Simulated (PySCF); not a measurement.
# C4N4SW−: ligand-field states

Computed with PySCF 2.14.0 and routines of our own; the level stands in each step. Atoms count from 0.

## 1. The starting structure

10 atoms, charge -1, states of the metal's open shell are computed; geometry from: GFN2-xTB, shaken.

## 2. Geometry optimisation at B3LYP-D3(BJ)/def2-SVP

Job settings and geometry (Å):

```
{"job": {"xc": "B3LYP", "basis": "def2-SVP", "d3": "d3bj", "grid": 1, "maxiter": 40, "kind": "geom"}, "charge": -1, "metal": "W", "open_shell": "d1"}
W      0.002790     0.004170     0.493040
S      0.000160    -0.009500     2.676830
C      1.990830     0.005290    -0.235110
N      3.074270    -0.015840    -0.594980
C      0.014650     1.978350    -0.212470
N      0.028110     3.069950    -0.580010
C     -2.019620    -0.004660    -0.236210
N     -3.091900     0.004970    -0.567120
C     -0.013120    -1.994390    -0.253950
N     -0.033670    -3.089220    -0.577930
```

Run with:

```console
OMP_NUM_THREADS=1 python lf_run.py task.json out
```

This one command runs all jobs of the session in turn.

Q: Estimate the wall time and peak memory of this first job on 1 thread of Arm Neoverse V2, shared host.

About 3.1 min, with a peak of 0.66 GiB.
